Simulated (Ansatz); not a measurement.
# Ta2C: the cost of one run

Method: DFT LDA, scalar-relativistic, plane waves, PAW, in Ansatz 0.2.0.

3 further runs of the same task are left out: 3 set aside as unsound or not needed.

### 1 The system as given

Symmetry: P-3m1, No. 164, trigonal system. Conventional cell: a = 3.077 Å, b = 3.077 Å, c = 4.888 Å, α = 90.00°, β = 90.00°, γ = 120.00°. Ta (site symmetry 3m) is surrounded by 3 C at 2.16 Å. C (site symmetry -3m) has 6 Ta at 2.16 Å as nearest neighbours.

As a file:

```
Ta C
1.0
     3.07713    0.00000    0.00000
    -1.53856    2.66487    0.00000
     0.00000    0.00000    4.88815
Ta C
2 1
Direct
  0.33333 0.66667 0.25308
  0.66667 0.33333 0.74692
  0.00000 0.00000 0.00000
```

This cell was relaxed beforehand with the same method: volume 13.36 Å³/atom, gap on the mesh none (metal).

### 2 Relaxing at 3 GPa

At a set pressure the run lowers the enthalpy E + PV, so the energy alone may rise along the way.

The input, input.yaml:

```yaml
crystal:
  lattice:
    - [3.0771279745, 0.0, 0.0]
    - [-1.5385639872, 2.6648709966, 0.0]
    - [0.0, 0.0, 4.8881533011]
  atoms:
    - { symbol: Ta, position: [0.3333333333, 0.6666666667, 0.2530795645] }
    - { symbol: Ta, position: [0.6666666667, 0.3333333333, 0.7469204355] }
    - { symbol: C, position: [0.0, 0.0, 0.0] }
basis:
  ecutwfc: 420
kpoints:
  mp_grid: { grid: [18, 18, 10] }
hamiltonian:
  xc: lda
scf:
  occupations: { method: fermi_dirac, width: 0.15 }
output:
  forces: true
  stress: true
  eigenvalues: true
relax:
  adjacent_minimum: "off"
  f_tol: 0.001
  max_steps: 60
  cell: { stress_tol: 0.02, p_target: 3.0 }
```

Command:

```
> ansatz run input.yaml --threads 1 --pin off --max-ram 3072MiB --backend cpu --events-out ev --progress --plain --runs-dir out
```

What time and memory should one allow on 1 thread of Arm Neoverse V1, shared host?

About 1.8 min, with a peak of 0.5 GiB.
